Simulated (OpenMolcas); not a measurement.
# GeH2OF (SMILES [O][GeH2][F]) at 4 levels

Wanted: a comparison of 4 runs (UB3LYP/6-31G*, UPBE0/def2-SVP, UTPSS/def2-SVPD, ROCCSD(T)/cc-pVDZ) of GeH2OF. 

Program for the calculation: OpenMolcas 26.06.

**1. The system as given**

GeH2OF has 5 atoms, charge 0, and is taken as a doublet. SMILES: `[O][GeH2][F]`. The shape comes from GFN2-xTB, which is rough for such elements, and wasn't checked as a minimum.

Bond lengths: O1–Ge2 1.608 Å, Ge2–F3 1.749 Å, Ge2–H4 1.519 Å, Ge2–H5 1.519 Å. Angles: O1–Ge2–F3 115.8°, O1–Ge2–H4 116.4°, O1–Ge2–H5 116.2°, F3–Ge2–H4 100.0°, F3–Ge2–H5 100.0°, H4–Ge2–H5 106.0°.

**2. Energy and forces at UB3LYP/6-31G(d) (spherical functions) (run 1)**

The input, job.input:

```
* FGeH2O Kohn-Sham DFT

&GATEWAY
 BasLib
 $CurrDir
 Coord
 5
 angstrom
 O       -0.566090       0.009150       1.612230
 Ge       0.015210      -0.035160       0.114110
 F       -0.918930       0.821970      -1.090320
 H        0.095240      -1.404370      -0.537930
 H        1.374570       0.608420      -0.098090
 Basis
 6-31Gs
 Group
 NoSym

&SEWARD
 GridInput
 Grid=UltraFine
 End of Grid

&SCF
 UHF
 Spin
 2
 KSDFT
 B3LYP
 Thresholds
 1e-10 1e-07 1e-07 1e-05
 PrOrbitals
 1

&ALASKA
```

The basis set 6-31G* is read from a file made from the Basis Set Exchange's data (not shown).

Started as:

```bash
$ export MOLCAS_MEM=1860
$ pymolcas job.input > job.log
```

Log:

```text
--- Start Module: gateway ---
[...]
--- Stop Module: gateway /rc=_RC_ALL_IS_WELL_ ---
[...]
      Basis functions           64
[...]
--- Start Module: scf ---
[...]
       Convergence after  21 Iterations
[...]
::    Total KS-DFT energy                           -2252.9575558096
[...]
      Total spin, S                                     0.5030651006
[...]
      Total electronic charge=   51.000000
      Total            charge=   -0.000000
[...]
      Dipole Moment (debye):
      Origin of the operator (angstrom)=   -0.2155    0.1114    0.1160
                   X=  1.8470E+00               Y= -1.1878E+00               Z=  4.2088E-02           Total=  2.1964E+00
      Quadrupole Moment (debye*angstrom):
[...]
--- Stop Module: scf /rc=_RC_ALL_IS_WELL_ ---
[...]
--- Start Module: alaska ---
[...]
 *              Molecular gradients               *
 **************************************************
  Irreducible representation: a
 ------------------------------------------------------------------------------------------
                              X                       Y                       Z
 ------------------------------------------------------------------------------------------
  O1                4.29918036009358E-02   -2.61259611891068E-03   -1.13725175046635E-01
  GE2              -3.92946882950191E-02   -2.88135627720543E-03    1.27742664825168E-01
  F3                7.12727081826614E-03   -3.92133151659557E-03   -2.71069409132707E-03
  H4                1.72800103582338E-03    1.59544713064896E-02   -3.19610201171594E-03
  H5               -1.25523871600759E-02   -6.53918739373216E-03   -8.11069367553596E-03
 ------------------------------------------------------------------------------------------
--- Stop Module: alaska /rc=_RC_ALL_IS_WELL_ ---
[...]
```

It took 30 s on 1 thread of Arm Neoverse V1, shared host; peak memory 0.4 GiB.

**3. Energy and forces at UPBE0/def2-SVP (run 2)**

The input, calc.inp:

```
* FGeH2O Kohn-Sham DFT
>>> EXPORT MOLCAS_PRINT=2

&GATEWAY
 BASLIB = $CurrDir
 COORD
 5
 angstrom
 O       -0.566090       0.009150       1.612230
 Ge       0.015210      -0.035160       0.114110
 F       -0.918930       0.821970      -1.090320
 H        0.095240      -1.404370      -0.537930
 H        1.374570       0.608420      -0.098090
 BASIS = def2-SVP
 GROUP = NoSym

&SEWARD
 GRIDINPUT
 Grid=UltraFine
 End of Grid

&SCF
 UHF
 SPIN = 2
 KSDFT = PBE0
 THRESHOLDS = 1e-10 1e-07 1e-07 1e-05
 PRORBITALS = 1 1

&ALASKA
```

The basis set def2-SVP is read from a file made from the Basis Set Exchange's data (not shown).

Started as:

```bash
$ export MOLCAS_MEM=1860
$ pymolcas calc.inp > calc.log
```

Log:

```text
--- Start Module: gateway ---
[...]
--- Stop Module: gateway /rc=_RC_ALL_IS_WELL_ ---
[...]
      Basis functions           70
[...]
--- Start Module: scf ---
[...]
       Convergence after  25 Iterations
[...]
::    Total KS-DFT energy                           -2252.3719757806
[...]
      Total spin, S                                     0.5032787486
[...]
      Total electronic charge=   51.000000
      Total            charge=   -0.000000
[...]
      Dipole Moment (debye):
      Origin of the operator (angstrom)=   -0.2155    0.1114    0.1160
                   X=  1.7996E+00               Y= -1.1986E+00               Z=  2.2858E-01           Total=  2.1743E+00
      Quadrupole Moment (debye*angstrom):
[...]
--- Stop Module: scf /rc=_RC_ALL_IS_WELL_ ---
[...]
--- Start Module: alaska ---
[...]
 *              Molecular gradients               *
 **************************************************
  Irreducible representation: a
 ------------------------------------------------------------------------------------------
                              X                       Y                       Z
 ------------------------------------------------------------------------------------------
  O1                4.11043552541983E-02   -2.89936911205940E-03   -1.06881196861362E-01
  GE2              -4.03751963457495E-02   -1.88200779648717E-03    1.26260323917380E-01
  F3                4.89936521739409E-03   -1.78524670566382E-03   -6.00499293259560E-03
  H4                2.76303161248492E-03    1.20708276380874E-02   -4.76664483457245E-03
  H5               -8.39155573815731E-03   -5.50420402383711E-03   -8.60748928872868E-03
 ------------------------------------------------------------------------------------------
--- Stop Module: alaska /rc=_RC_ALL_IS_WELL_ ---
[...]
```

Wall time 32 s (1 thread of Arm Neoverse V1, shared host); peak memory 0.41 GiB.

**4. Energy and forces at UTPSS/def2-SVPD (run 3)**

The input, job.input:

```
* FGeH2O Kohn-Sham DFT
>>> EXPORT MOLCAS_PRINT=2

&GATEWAY
  BasLib=$CurrDir
  Coord
  5
  angstrom
  O       -0.566090       0.009150       1.612230
  Ge       0.015210      -0.035160       0.114110
  F       -0.918930       0.821970      -1.090320
  H        0.095240      -1.404370      -0.537930
  H        1.374570       0.608420      -0.098090
  Basis=def2-SVPD
  Group=NoSym

&SEWARD
  GridInput
  Grid=UltraFine
  End of Grid

&SCF
  UHF
  Spin=2
  KSDFT=2
  1.0 MGGA_X_TPSS
  1.0 MGGA_C_TPSS
  Thresholds=1e-10 1e-07 1e-07 1e-05
  PrOrbitals=1 2

&ALASKA
```

The basis set def2-SVPD is read from a file made from the Basis Set Exchange's data (not shown).

Started as:

```bash
$ export MOLCAS_MEM=1860
$ pymolcas job.input > job.log
```

Log:

```text
--- Start Module: gateway ---
[...]
--- Stop Module: gateway /rc=_RC_ALL_IS_WELL_ ---
[...]
      Basis functions          100
[...]
--- Start Module: scf ---
[...]
       Convergence after  21 Iterations
[...]
::    Total KS-DFT energy                           -2252.8270189751
[...]
      Total spin, S                                     0.5028866868
[...]
      Total electronic charge=   51.000000
      Total            charge=   -0.000000
[...]
      Dipole Moment (debye):
      Origin of the operator (angstrom)=   -0.2155    0.1114    0.1160
                   X=  2.0258E+00               Y= -1.2564E+00               Z= -1.6270E-01           Total=  2.3893E+00
      Quadrupole Moment (debye*angstrom):
[...]
--- Stop Module: scf /rc=_RC_ALL_IS_WELL_ ---
[...]
--- Start Module: alaska ---
[...]
 *              Molecular gradients               *
 **************************************************
  Irreducible representation: a
 ------------------------------------------------------------------------------------------
                              X                       Y                       Z
 ------------------------------------------------------------------------------------------
  O1                5.06093564667847E-02   -3.14081734908284E-03   -1.33610929038095E-01
  GE2              -3.66294252194415E-02    4.23324639202249E-04    1.05015869606504E-01
  F3                2.19889901431092E-02   -1.83675464084292E-02    2.01373656594974E-02
  H4                3.02403474947477E-04    3.93378177609858E-02    1.05225335180501E-02
  H5               -3.62713248653384E-02   -1.82527786426383E-02   -2.06483974602123E-03
 ------------------------------------------------------------------------------------------
--- Stop Module: alaska /rc=_RC_ALL_IS_WELL_ ---
[...]
```

It took 95 s on 1 thread of Arm Neoverse V1, shared host; peak memory 0.56 GiB.

**5. The energy at ROCCSD(T)/cc-pVDZ (run 4)**

The input, calc.input:

```
&GATEWAY
BasLib=$CurrDir
Coord
5
bohr
O     -1.06975506     0.01729099     3.04667315
Ge     0.02874273    -0.06644277     0.21563665
F     -1.73652603     1.55329818    -2.06040619
H      0.17997752    -2.65387468    -1.01654037
H      2.59756084     1.14974717    -0.18536324
Basis=cc-pVDZ
Group=NoSym
&SEWARD
&SCF
UHF
Spin=2
Thresholds=1e-10 1e-07 1e-07 1e-05
PrOrbitals=1 2
&RASSCF
FileOrb=$Project.UnaOrb
Spin=2
Nactel=1 0 0
Inactive=25
Ras2=1
OutOrbitals=Canonical
OrbListing=Nothing
&MOTRA
JobIph
Frozen=11
&CCSDT
CCT
Triples=3
Iterations=80
Accuracy=1e-08
Extrapolation=5 4
```

The basis set cc-pVDZ is read from a file made from the Basis Set Exchange's data (not shown).

Started as:

```bash
$ export MOLCAS_MEM=1860
$ pymolcas calc.input > calc.log
```

Log:

```text
--- Start Module: gateway ---
[...]
--- Stop Module: gateway /rc=_RC_ALL_IS_WELL_ ---
[...]
      Basis functions           65
[...]
       Convergence after  64 Iterations
[...]
::    Total SCF energy                              -2250.7750531372
[...]
      Total spin, S                                     0.5038596418
[...]
      Number of active orbitals                  1
[...]
      Spin quantum number                      0.5
[...]
      Active orbitals                            1
[...]
      Number of CSFs                             1
[...]
      Number of root(s) required                 1
[...]
      Convergence after  8 iterations
[...]
      printout of CI-coefficients larger than  0.05 for root  1
      energy=   -2250.770887
      conf/sym  1     Coeff  Weight
             1  u   1.00000 1.00000
      Natural orbitals and occupation numbers for root  1
      sym 1:   1.000000
      ************************************************************************************************************************
      *                                                    Final results                                                     *
[...]
::    RASSCF root number  1 Total energy:  -2250.77088675
[...]
      Total electronic charge=   51.000000
      Total            charge=   -0.000000
[...]
      Dipole Moment (debye):
      Origin of the operator (angstrom)=   -0.2155    0.1114    0.1160
                   X=  1.6202E+00               Y= -1.2428E+00               Z=  9.4467E-01           Total=  2.2499E+00
      Quadrupole Moment (debye*angstrom):
[...]
--- Start Module: motra ---
[...]
      *** WARNING: Default frozen orbitals is overwritten by user input.
      *** Default values:  16
[...]
--- Stop Module: motra /rc=_RC_ALL_IS_WELL_ ---
--- Start Module: ccsdt ---
[...]
      Convergence after                    25  Iterations
      Total energy (diff) :   -2251.24529283      -0.00000001
[...]
 METHOD                       : CCSD+T(CCSD)+<T3(1)WT1>+<T3(1)UT2> = CCSD(T)
[...]
       CCSD     =     -2251.2452928314328
[...]
--- Stop Module: ccsdt /rc=_RC_ALL_IS_WELL_ ---
[...]
```

Run time: 35 s. Hardware: 1 thread of Arm Neoverse V1, shared host; peak memory 0.4 GiB.

**6. All runs side by side**

```csv
run,level,task,integration grid,energy (Eh),dipole moment (D),HOMO energy (eV),LUMO energy (eV),wall time
1,UB3LYP/6-31G* (spherical functions),gradient,UltraFine,-2252.957556,2.20,-9.35,-5.86,30 s
2,UPBE0/def2-SVP,gradient,UltraFine,-2252.371976,2.17,-9.70,-5.53,32 s
3,UTPSS/def2-SVPD,gradient,UltraFine,-2252.827019,2.39,-8.33,-6.97,95 s
4,ROCCSD(T)/cc-pVDZ,energy,–,-2251.254666,–,–,–,35 s
```

**7. Outcome**

```
             quantity           value
  run 4: total energy  -2251.25467 Eh
run 4: (T) correction       -9.37 mEh
```

In words: Over runs 1, 2, 3 the dipole moment (its size) runs from 2.17 D (UPBE0/def2-SVP) to 2.39 D (UTPSS/def2-SVPD). The two ends differ in method and basis. Totals of different functionals can't be ranked against each other. All runs together took 3.2 min, the longest 95 s.
